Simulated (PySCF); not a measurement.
**C4H10Si: geometry, spin-spin couplings**

What spin-spin couplings should C4H10Si (`[SiH3]CC1CC1`) show?

The runs use PySCF 2.14.0, with density-fitted response routines of our own; the level of theory stands in each step. All values are computed, except where a source is named. Atoms count from 0, in the outputs and in this text.

### Step 1. The starting structure

15 atoms, charge 0, multiplicity 1; geometry from: GFN2-xTB. The atoms were then displaced at random by about 0.01 Å, so the start is not that level's minimum.

Bonds of the start (Å): Si0–C1 1.94, C1–C2 1.52, C2–C3 1.47, C3–C4 1.51, C4–C2 1.48, Si0–H5 1.47, Si0–H6 1.44, Si0–H7 1.45, C1–H8 1.08, C1–H9 1.10, C2–H10 1.08, C3–H11 1.09, C3–H12 1.07, C4–H13 1.08, C4–H14 1.08.

### Step 2. Geometry optimisation at PBE0-D3(BJ)/def2-SVP

The job: settings as JSON, then the geometry in Å.

```
{"job": {"xc": "PBE0", "basis": "def2-SVP", "d3": "d3bj", "grid": 1, "shake": 0.01, "kind": "geom"}, "charge": 0, "multiplicity": 1}
Si     2.202740    -0.235530     0.359630
C      0.667270     0.604440    -0.468780
C     -0.557560    -0.294080    -0.483160
C     -1.364630    -0.394060     0.742640
C     -1.920940     0.286210    -0.491230
H      3.304460     0.730820     0.312470
H      2.540590    -1.433630    -0.372970
H      1.880590    -0.537260     1.740290
H      0.915100     0.893140    -1.475720
H      0.422050     1.532910     0.065060
H     -0.403940    -1.204900    -1.037120
H     -1.807350    -1.355760     1.019020
H     -1.169590     0.225390     1.588790
H     -2.705550    -0.192710    -1.051150
H     -2.018590     1.357640    -0.455010
```

On the command line:

```console
$ OMP_NUM_THREADS=1 python probes_run.py task.json out
```

This one command runs all jobs of the session in turn.

**Question.** This job is followed by: B3LYP/cc-pVTZ indirect spin-spin coupling, non-relativistic, gas phase; B3LYP/6-31G* indirect spin-spin coupling, non-relativistic, gas phase. Predict these results of the whole session: point group; rotational constants (main isotopes); largest coupling of the table (B3LYP/cc-pVTZ); range of J(C3,H11), mean over like pairs.

As calculated:

```
                                     quantity                     value
                                  point group                        C1
         rotational constants (main isotopes)     10.40, 1.95, 1.81 GHz
largest coupling of the table (B3LYP/cc-pVTZ)  1J(C,H) C3–H11, 151.9 Hz
     range of J(C3,H11), mean over like pairs         151.9 to 170.9 Hz
```

What this shows: Over 4 steps the energy fell by 0.175 eV; of the close pairs, Si0–H6 changed most, 1.444 to 1.497 Å. In the run at B3LYP/cc-pVTZ, the largest coupling of the table is C3–H11 (mean over like pairs), 151.9 Hz, of which the Fermi-contact term gives 150.0 Hz. Couplings across rotatable bonds belong to this one conformer; where others are populated, the observed values are averages, and the simulated multiplets take (2 J gauche + J anti)/3 across rotating chain bonds. The coupling C3–H11, as a mean over pairs of its kind, runs from 151.9 Hz (B3LYP/cc-pVTZ) to 170.9 Hz (B3LYP/6-31G*). Couplings from bases without tight functions are rough.
